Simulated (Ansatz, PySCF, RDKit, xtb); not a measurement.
# Which structure has the formula BNH6Se?

Task: start from the formula BNH6Se, draw up candidate structures, narrow them down in stages, and characterise the one that lies lowest at 298.15 K.

Plan: many cheap relaxations first (GFN2-xTB), then density-functional screening, relaxation at r2SCAN-D4/def2-SVP, vibrations and a final energy. The numbers are computed, not measured.

8 further runs of the same task are left out: 8 set aside as unsound or not needed.

## 1. Drawing up candidates

A program enumerates the bonding patterns with one Lewis structure each (two rings at most, one unusual centre or charged pair), with their diastereomers. O–O, O–halogen and N–halogen bonds and N–N–N chains are not drawn. That gives 4 candidates.

| label | SMILES | spin |
| --- | --- | --- |
| c137 | [BH3-][SeH+]N | singlet |
| c470 | [BH3-][NH2+][SeH] | singlet |
| c727 | [NH3+][BH2-][SeH] | singlet |
| c922 | N[BH2-][SeH2+] | singlet |

Candidates are built by distance geometry, with a force field where one applies, in up to four conformers (letters a to d). 6 starts with atoms placed at random are added, to find patterns that the rules miss.

Q: Predict the outcome of this search (final energies at CCSD(T)/def2-TZVP).

| quantity | value |
| --- | --- |
| lowest structure found | [NH3+][BH2-][SeH], singlet, C1 |
| next finalist | [BH3-][NH2+][SeH], singlet, 37.0 kcal/mol higher in G |
| share at equilibrium, among the finalists | 100.0 % |
| harmonic wavenumbers, lowest and highest (r2SCAN-D4/def2-SVP) | 197 and 3557 cm⁻¹ |
| rotational constants, same geometry | 0.78, 0.1108, 0.1037 cm⁻¹ |
| dipole moment (PBE0/def2-TZVPD) | 5.83 D |
| HOMO energy (PBE0/def2-TZVPD) | -6.07 eV |
| LUMO energy (PBE0/def2-TZVPD) | -0.71 eV |
| HOMO–LUMO gap (PBE0/def2-TZVPD) | 5.36 eV |
| lowest excitation (TD-B3LYP/def2-SVPD) | 4.40 eV (f = 0.089) |
| lowest triplet excitation, same level, Tamm-Dancoff | 4.11 eV |
| vertical ionisation energy | 8.26 eV |
| vertical electron affinity | -0.34 eV (unbound: the value depends on the basis) |
| vertical triplet less singlet | +4.44 eV |

The lowest structure found is `[NH3+][BH2-][SeH]`. Among the finalists first place is clear (37.0 kcal/mol); structures outside the list aren't covered. GFN2-xTB, HF/STO-3G, r2SCAN-D4/def2-SVP, r2SCAN-D4/def2-SVP, relaxed, HF/def2-TZVP and MP2/def2-TZVP already put its bonding pattern lowest among the structures in one piece. Lowest found is not proven lowest: the search is finite, and each finalist counts with one conformer. Patterns outside the rules of the enumeration were met only by chance.
